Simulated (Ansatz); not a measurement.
**C3H10Si2: up Jacob's ladder to CCSD(T)**

How much do the methods differ for C3H10Si2? The plan is to run it at one geometry with functionals of several rungs and with coupled cluster, and see how far each lands from CCSD(T) at the basis-set limit for the atomisation energy.

Program: Ansatz 0.2.0, Gaussian basis. Level of theory: functionals in def2-TZVPP, the program's frozen cores in correlated methods. These are calculated values, not measurements.

The runs, in order: LDA (SPW92), PBE-D4, revPBE-D4, BLYP-D4, r2SCAN-D4, B97M-V, PBE0-D4, B3LYP-D4, r2SCANh-D4, r2SCAN0-D4, HSE06-D4, BHLYP-D4, CAM-B3LYP-D4, LC-ωPBE, ωB97X-V, ωB97M-V, B2PLYP, PBE-QIDH; CCSD(T)/def2-SVP; CCSD(T)/def2-TZVPP; MP2/def2-QZVPP; extrapolation to the limit; RPA on PBE.

## Step 1: The relaxed structure

An earlier PBE0-D4 in a triple-zeta def2 set relaxation fixed the geometry.

SMILES `[SiH3]CC1C[SiH2]1`, 15 atoms, charge 0, spin multiplicity 1.

Atoms are counted from 1 here; the program's logs count them from 0.

Bond lengths: Si1–C2 1.883 Å, Si1–H6 1.489 Å, Si1–H7 1.489 Å, Si1–H8 1.488 Å, C2–C3 1.514 Å, C2–H9 1.096 Å, C2–H10 1.095 Å, C3–C4 1.543 Å, C3–Si5 1.857 Å, C3–H11 1.089 Å, C4–Si5 1.849 Å, C4–H12 1.087 Å, C4–H13 1.085 Å, Si5–H14 1.479 Å, Si5–H15 1.479 Å. Angles: C2–Si1–H6 109.6°, C2–Si1–H7 111.1°, C2–Si1–H8 110.9°, H6–Si1–H7 108.5°, H6–Si1–H8 108.2°, H7–Si1–H8 108.3°, Si1–C2–C3 112.2°, Si1–C2–H9 108.5°, Si1–C2–H10 108.7°, C3–C2–H9 110.6°, C3–C2–H10 110.7°, H9–C2–H10 106.0°, C2–C3–C4 117.9°, C2–C3–Si5 123.2°, C2–C3–H11 113.6°, C4–C3–Si5 65.1°, C4–C3–H11 113.1°, Si5–C3–H11 115.1° and more.

## Step 2: LDA

This LDA is Slater exchange with PW92 correlation.

in.yaml reads:

```yaml
crystal:
  periodic: [false, false, false]
  atoms:
    - {symbol: Si, position_ang: [-1.714762, 0.792181, 1.233747]}
    - {symbol: C, position_ang: [-0.416175, 0.982658, -0.116485]}
    - {symbol: C, position_ang: [0.743331, 0.025812, 0.066120]}
    - {symbol: C, position_ang: [0.515587, -1.458803, -0.287118]}
    - {symbol: Si, position_ang: [1.770016, -0.607345, -1.346042]}
    - {symbol: H, position_ang: [-1.087856, 1.014827, 2.565941]}
    - {symbol: H, position_ang: [-2.818066, 1.777408, 1.059000]}
    - {symbol: H, position_ang: [-2.301546, -0.574967, 1.217576]}
    - {symbol: H, position_ang: [-0.898406, 0.822925, -1.087805]}
    - {symbol: H, position_ang: [-0.065020, 2.019748, -0.121769]}
    - {symbol: H, position_ang: [1.280495, 0.164355, 1.002909]}
    - {symbol: H, position_ang: [-0.451574, -1.691779, -0.724144]}
    - {symbol: H, position_ang: [0.829862, -2.194377, 0.445980]}
    - {symbol: H, position_ang: [3.207252, -0.899208, -1.157180]}
    - {symbol: H, position_ang: [1.384962, -0.224234, -2.721430]}
basis:
  gaussian: {orbitals: def2-TZVPP}
hamiltonian: {xc: lda}
output: {orbitals: {seedname: orbitals}}
```

After this run come: PBE-D4 (GGA); revPBE-D4 (GGA); BLYP-D4 (GGA); r2SCAN-D4 (meta-GGA); B97M-V (meta-GGA); PBE0-D4 (hybrid); B3LYP-D4 (hybrid); r2SCANh-D4 (hybrid); r2SCAN0-D4 (hybrid); HSE06-D4 (hybrid); BHLYP-D4 (hybrid); CAM-B3LYP-D4 (range-separated); LC-ωPBE (range-separated); ωB97X-V (range-separated); ωB97M-V (range-separated); B2PLYP (double hybrid); PBE-QIDH (double hybrid); CCSD(T) in def2-SVP; CCSD(T) in def2-TZVPP; MP2 in def2-QZVPP; RPA on PBE orbitals.

**Question.** What will the summary of the whole plan be? Wanted: atomisation energy, CCSD(T)/CBS; farthest beyond LDA; mean size of error, GGA; mean size of error, meta-GGA; mean size of error, hybrid; mean size of error, range-separated; mean size of error, double hybrid; gap, smallest and largest; T1 diagnostic.

As calculated:

| quantity | value |
| --- | --- |
| atomisation energy, CCSD(T)/CBS | 5308.8 kJ/mol |
| functionals within 26.5 kJ/mol (0.5 %) | r2SCAN-D4, B97M-V, PBE0-D4, B3LYP-D4, r2SCANh-D4, r2SCAN0-D4, HSE06-D4, CAM-B3LYP-D4, LC-ωPBE, ωB97M-V, PBE-QIDH |
| farthest beyond LDA | BHLYP-D4 (-92.3 kJ/mol) |
| mean size of error, GGA | 47.2 kJ/mol |
| mean size of error, meta-GGA | 18.8 kJ/mol |
| mean size of error, hybrid | 23.5 kJ/mol |
| mean size of error, range-separated | 21.1 kJ/mol |
| mean size of error, double hybrid | 42.5 kJ/mol |
| gap, smallest and largest | 4.86 eV (LDA (SPW92)), 11.41 eV (LC-ωPBE) |
| T1 diagnostic | 0.0111 |
| triples share of the correlation energy | 4.0 % |

LDA overbinds by 656.8 kJ/mol (12 %). PBE-D4 is off by +44.4 kJ/mol. Double hybrids carry the basis error of their MP2 part in triple zeta, and no dispersion term here, so their miss is partly the set-up's. The rungs meta-GGA, range-separated, hybrid miss on average by less than the doubt on the reference (26.5 kJ/mol), so they tie. Misses under about 26.5 kJ/mol are within the doubt on the reference itself, which lacks core-valence correlation, relativity and higher excitations. Hartree-Fock recovers 75 % of the binding; the rest is correlation. CCSD(T) in def2-SVP is off by -263.2 kJ/mol, so the small basis spoils what the method gains. Orbital gaps span 4.9 to 11.4 eV; exact exchange widens them.
